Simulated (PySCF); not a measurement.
# Changing the system itself: KZn

How does KZn answer to another spin, charge, distance or environment?

Program: PySCF 2.14.0. Level of theory: each script names its method and basis. These are calculated values, not measurements.

2 further runs of the same task are left out: 2 that didn't finish.

## Step 1: Starting geometry

KZn: 2 atoms, charge 0, spin multiplicity 2.

Bond lengths: K1–Zn2 2.821 Å.

## Step 2: The run that the others are compared with

File input.py:

```python
from pyscf import gto, scf, mp

mol = gto.M(
    atom='K 0 0 0; Zn 0 0 2.821',
    basis='x2c-svpall',
    charge=0,
    spin=1,
    verbose=3,
)
mf = scf.UHF(mol)
mf = mf.sfx2c1e()
mf.kernel()
mp.MP2(mf, frozen=10).kernel()
mf.dip_moment()
print('orbital energies (hartree):', [e[max(0, n-3):n+3].round(4) for e, n in zip(mf.mo_energy, mol.nelec)])
```

On the command line:

```
$ OMP_NUM_THREADS=1 python input.py
```

Its log is not repeated here.

In short: E(SCF) = -2395.282604 Eh, E(MP2) − E(SCF) = -0.42613 Eh, ⟨S²⟩ = 0.767, μ = 2.39 D (of the SCF density).

The bond length is a typed value, not an optimised one.

## Step 3: Bond 5.642 Å

Run 1 changes bond length: 2.821 Å → 5.642 Å.

File input.py:

```python
from pyscf import gto, scf, mp

mol = gto.M(
    atom='K 0 0 0; Zn 0 0 5.642',
    basis='x2c-svpall',
    charge=0,
    spin=1,
    verbose=3,
)
mf = scf.UHF(mol)
mf = mf.sfx2c1e()
mf.kernel()
mp.MP2(mf, frozen=10).kernel()
mf.dip_moment()
print('orbital energies (hartree):', [e[max(0, n-3):n+3].round(4) for e, n in zip(mf.mo_energy, mol.nelec)])
```

On the command line:

```
$ OMP_NUM_THREADS=1 python input.py
```

## Step 4: Charge +1 (singlet)

Run 2 changes charge: 0 → 1; spin (2S): 1 → 0.

input.py: that of step 2 with these lines changed.

```diff
@@ -5,4 +5,4 @@
     basis='x2c-svpall',
-    charge=0,
-    spin=1,
+    charge=1,
+    spin=0,
     verbose=3,
```

## Step 5: Bond 8.463 Å

Run 3 changes bond length: 2.821 Å → 8.463 Å.

input.py: that of step 2 with these lines changed.

```diff
@@ -3,3 +3,3 @@
 mol = gto.M(
-    atom='K 0 0 0; Zn 0 0 2.821',
+    atom='K 0 0 0; Zn 0 0 8.463',
     basis='x2c-svpall',
```

## Step 6: Charge +1 (triplet)

Run 4 changes charge: 0 → 1; spin (2S): 1 → 2.

input.py: that of step 2 with these lines changed.

```diff
@@ -5,4 +5,4 @@
     basis='x2c-svpall',
-    charge=0,
-    spin=1,
+    charge=1,
+    spin=2,
     verbose=3,
```

## Step 7: Bond 2.736 Å

Run 5 changes bond length: 2.821 Å → 2.736 Å.

input.py: that of step 2 with these lines changed.

```diff
@@ -3,3 +3,3 @@
 mol = gto.M(
-    atom='K 0 0 0; Zn 0 0 2.821',
+    atom='K 0 0 0; Zn 0 0 2.736',
     basis='x2c-svpall',
```

Q: Predict the outcome of this session. Wanted: for each run, E(SCF); from base; gap, α spin; SCF dipole; after the SCF.

**Answer**, as computed:

```
                run  E(SCF) (hartree)  from base (eV)  gap, α spin (eV)  SCF dipole (D)                            after the SCF
               base      -2395.282604               0              4.55            2.39  MP2 correlation -11.596 eV, core frozen
       bond 5.642 Å      -2395.309816         -0.7405              5.21            0.26  MP2 correlation -11.270 eV, core frozen
charge +1 (singlet)      -2395.151271         +3.5737              9.44             n/a  MP2 correlation -11.387 eV, core frozen
       bond 8.463 Å      -2395.310067         -0.7473              5.31            0.01  MP2 correlation -11.249 eV, core frozen
charge +1 (triplet)      -2395.033639         +6.7747              6.28             n/a  MP2 correlation -10.592 eV, core frozen
       bond 2.736 Å      -2395.276764         +0.1589              4.55            2.49  MP2 correlation -11.621 eV, core frozen
```

What this shows: Of the runs whose energies can be compared, “bond 8.463 Å” moves the SCF energy most (-0.747 eV). At the SCF level, going to the singlet with one electron fewer costs 3.57 eV at fixed geometry. At the SCF level, going to the triplet with one electron fewer costs 6.77 eV at fixed geometry, which need not be the lowest ionisation.
